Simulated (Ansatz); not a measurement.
**C2H8AlFSi: a ladder of functionals and wavefunction methods**

The task here is to estimate one member of a computed series from the others.

Method: functionals in def2-TZVPP, the program's frozen cores in correlated methods; program: Ansatz 0.2.0, Gaussian basis.

Plan: PBE-D4, r2SCAN-D4, PBE0-D4, B3LYP-D4, ωB97X-V, ωB97M-V, B2PLYP; CCSD(T)/def2-TZVPP; MP2/def2-QZVPP; extrapolation to the limit.

## The relaxed structure

An earlier PBE0-D4 in a triple-zeta def2 set relaxation fixed the geometry.

SMILES `[CH3][AlH][CH2][SiH2]F`, 13 atoms, charge 0, spin multiplicity 1.

Atoms are counted from 1 here; the program's logs count them from 0.

Bond lengths: C1–Al2 1.948 Å, C1–H6 1.095 Å, C1–H7 1.093 Å, C1–H8 1.096 Å, Al2–C3 1.960 Å, Al2–H9 1.590 Å, C3–Si4 1.838 Å, C3–H10 1.096 Å, C3–H11 1.098 Å, Si4–F5 1.606 Å, Si4–H12 1.486 Å, Si4–H13 1.486 Å. Angles: Al2–C1–H6 111.4°, Al2–C1–H7 113.2°, Al2–C1–H8 110.2°, H6–C1–H7 108.1°, H6–C1–H8 106.1°, H7–C1–H8 107.5°, C1–Al2–C3 120.7°, C1–Al2–H9 120.8°, C3–Al2–H9 118.5°, Al2–C3–Si4 116.0°, Al2–C3–H10 108.7°, Al2–C3–H11 107.2°, Si4–C3–H10 108.7°, Si4–C3–H11 107.5°, H10–C3–H11 108.5°, C3–Si4–F5 111.8°, C3–Si4–H12 111.3°, C3–Si4–H13 111.0° and more.

Geometry (Å):

```
C    -2.2281    0.0293   -0.6788
Al   -0.5871   -1.0108   -0.5319
C     0.7707   -0.5561    0.8062
Si    1.8505    0.8756    0.4045
F     2.9023    1.1766    1.5795
H    -3.1136   -0.6137   -0.6434
H    -2.3282    0.7882    0.1008
H    -2.2646    0.5433   -1.6463
H    -0.3198   -2.2479   -1.4940
H     1.4017   -1.4352    0.9797
H     0.2409   -0.3189    1.7384
H     2.6477    0.6212   -0.8240
H     1.0480    2.1137    0.2240
```

The first run:

The input, in.yaml:

```yaml
crystal:
  periodic: [false, false, false]
  atoms:
    - {symbol: C, position_ang: [-2.228127, 0.029254, -0.678839]}
    - {symbol: Al, position_ang: [-0.587104, -1.010765, -0.531897]}
    - {symbol: C, position_ang: [0.770712, -0.556128, 0.806240]}
    - {symbol: Si, position_ang: [1.850459, 0.875601, 0.404470]}
    - {symbol: F, position_ang: [2.902268, 1.176590, 1.579529]}
    - {symbol: H, position_ang: [-3.113564, -0.613710, -0.643376]}
    - {symbol: H, position_ang: [-2.328172, 0.788167, 0.100832]}
    - {symbol: H, position_ang: [-2.264623, 0.543350, -1.646297]}
    - {symbol: H, position_ang: [-0.319795, -2.247871, -1.493958]}
    - {symbol: H, position_ang: [1.401709, -1.435192, 0.979701]}
    - {symbol: H, position_ang: [0.240919, -0.318941, 1.738385]}
    - {symbol: H, position_ang: [2.647748, 0.621249, -0.824039]}
    - {symbol: H, position_ang: [1.047971, 2.113694, 0.224049]}
basis:
  gaussian: {orbitals: def2-TZVPP}
hamiltonian: {xc: pbe, dispersion: d4}
output: {forces: true, orbitals: {seedname: orbitals}}
```

On the command line:

```sh
ansatz run in.yaml --threads 4 --pin off --events-out ev --progress --plain --max-ram 10444MiB
```

Among the steps run: PBE-D4 (GGA); r2SCAN-D4 (meta-GGA); PBE0-D4 (hybrid); B3LYP-D4 (hybrid); ωB97X-V (range-separated); ωB97M-V (range-separated); B2PLYP (double hybrid); CCSD(T) in def2-TZVPP; MP2 in def2-QZVPP.

One of the session's tables, all rows but one given; the rest of the session is left out.

```
            method  atomisation energy (eV)
            PBE-D4                   47.646
         r2SCAN-D4                   47.661
           PBE0-D4                   47.273
          B3LYP-D4                   47.440
           ωB97X-V                   47.720
           ωB97M-V                   47.675
            B2PLYP                   47.022
     HF/def2-TZVPP                   36.416
    MP2/def2-TZVPP                        ?
   CCSD/def2-TZVPP                   46.037
CCSD(T)/def2-TZVPP                   46.530
           MP2/CBS                   48.100
       CCSD(T)/CBS                   47.665
```

Estimate the missing values for MP2/def2-TZVPP.

The run gave: atomisation energy (eV): 46.965. In the column «atomisation energy (eV)» it lies between CCSD(T)/def2-TZVPP (46.530) and B2PLYP (47.022).
